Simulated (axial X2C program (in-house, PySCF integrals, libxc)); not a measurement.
**Linear FCoF⁻ at several levels**

Aim: the two bond lengths and stretching wavenumbers of linear FCoF⁻, with and without spin–orbit coupling, at PBE0, HF, TPSSh, MP2.

Computed with an in-house X2C program for linear molecules on PySCF integrals. Level: all-electron X2C, two-component (2c) or spin-free, F dyall-av3z, Co dyall-v3z.

All values are calculated.

2 further runs of the same task are left out: 2 set aside as unsound or not needed.

### Step 1. Input

task.json reads:

```json
{
 "zs": [
  9,
  27,
  9
 ],
 "q": -1,
 "bas": [
  "dyall-av3z",
  "dyall-v3z",
  "dyall-av3z"
 ],
 "r0": [
  1.75,
  1.75
 ],
 "symm": 1,
 "scan": [
  "PBE0",
  "HF",
  "TPSSh"
 ],
 "levels": [
  "PBE0",
  "HF",
  "LDA"
 ],
 "nst": 2
}
```

Keys: zs atomic numbers; q charge; bas basis sets; r0 starting distance in Å; symm equal bonds; scan levels of the two-bond scan (MP2 follows by itself at each HF point); levels methods; nst determinants followed.

On the command line:

```console
> python solin.py task.json out
```

Masses F 18.998, Co 58.933, F 18.998 u.

### Step 2. Scan at PBE0, 2c

State: Ω = 1 (beyond evenly filled blocks: ω = -1/2, ω = 3/2). Energies above the lowest point, from the job's result record:

```
r(F–Co) (Å)  r(Co–F) (Å)  E (meV)
     1.7267       1.7267    38.84
     1.7267       1.7710    19.14
     1.7267       1.8153    36.18
     1.7710       1.7267    19.14
     1.7710       1.7710     0.00
     1.7710       1.8153    17.47
     1.7710       1.8596    62.97
     1.8153       1.7267    36.18
     1.8153       1.7710    17.47
     1.8153       1.8153    35.27
     1.8596       1.7710    62.97
     1.8596       1.8596   126.94
```

A quadratic surface with cubic terms in each bond gives the minimum at 1.770 and 1.770 Å, force constants 2.99, 2.99 and coupling 0.03 mdyn/Å.

### Step 3. Scan at HF, 2c

State: Ω = 1 (beyond evenly filled blocks: ω = -1/2, ω = 3/2). Energies above the lowest point, from the job's result record:

```
r(F–Co) (Å)  r(Co–F) (Å)  E (meV)
     1.7267       1.7267   121.15
     1.7267       1.7710    67.97
     1.7267       1.8153    58.96
     1.7710       1.7267    67.97
     1.7710       1.7710    15.66
     1.7710       1.8153     7.45
     1.7710       1.8596    33.38
     1.8153       1.7267    58.96
     1.8153       1.7710     7.45
     1.8153       1.8153     0.00
     1.8596       1.7710    33.38
     1.8596       1.8596    53.91
```

A quadratic surface with cubic terms in each bond gives the minimum at 1.802 and 1.802 Å, force constants 3.04, 3.04 and coupling 0.06 mdyn/Å.

### Step 4. Scan at TPSSh, 2c

State: Ω = 1 (beyond evenly filled blocks: ω = -1/2, ω = 3/2). Energies above the lowest point, from the job's result record:

```
r(F–Co) (Å)  r(Co–F) (Å)  E (meV)
     1.7267       1.7267    35.58
     1.7267       1.7710    17.41
     1.7267       1.8153    35.82
     1.7710       1.7267    17.41
     1.7710       1.7710     0.00
     1.7710       1.8153    19.01
     1.7710       1.8596    65.85
     1.8153       1.7267    35.82
     1.8153       1.7710    19.01
     1.8153       1.8153    38.49
     1.8596       1.7710    65.85
     1.8596       1.8596   133.20
```

A quadratic surface with cubic terms in each bond gives the minimum at 1.768 and 1.768 Å, force constants 3.01, 3.01 and coupling 0.04 mdyn/Å.

### Step 5. Comparison

| level | r(F–Co) (Å) | r(Co–F) (Å) | lower stretch (cm⁻¹) | upper stretch (cm⁻¹) |
| --- | --- | --- | --- | --- |
| PBE0, 2c | 1.770 | 1.770 | 519.6 | 660.2 |
| HF, 2c | 1.802 | 1.802 | 526.1 | 661.2 |
| TPSSh, 2c | 1.768 | 1.768 | 521.8 | 660.4 |
| MP2, 2c | 1.780 | 1.780 | 516.8 | 643.2 |
| PBE0, spin-free | 1.770 | 1.770 | 519.9 | 660.7 |
| HF, spin-free | 1.801 | 1.801 | 526.3 | 661.6 |
| TPSSh, spin-free | 1.768 | 1.768 | 522.1 | 660.8 |
| MP2, spin-free | 1.779 | 1.779 | 517.6 | 644.5 |

Scans not shown above were run alike.

In words: Over the levels the F–Co bond spans 1.768 to 1.802 Å and the Co–F bond 1.768 to 1.802 Å. At PBE0 spin–orbit coupling leaves both bonds unchanged to 0.001 Å. Each state is one determinant, the lowest of a limited PBE0 search; the stretches come from a fit to few points and are good to some per cent at best. The stretches are sorted by size, and where the two bonds are alike the symmetric and antisymmetric modes can swap order between levels. MP2 freezes inner shells (threshold -2 hartree). For an anion the highest level of a functional can be positive, and the basis then holds the extra electron. The molecule was held linear; bending was not examined, so a bent shape may lie lower. Open-shell Ω = 0 determinants with evenly filled partner blocks cannot be reached by this program, so the Ω shown need not be the lowest component. Note: several unpaired electrons, one determinant need not be a pure state.
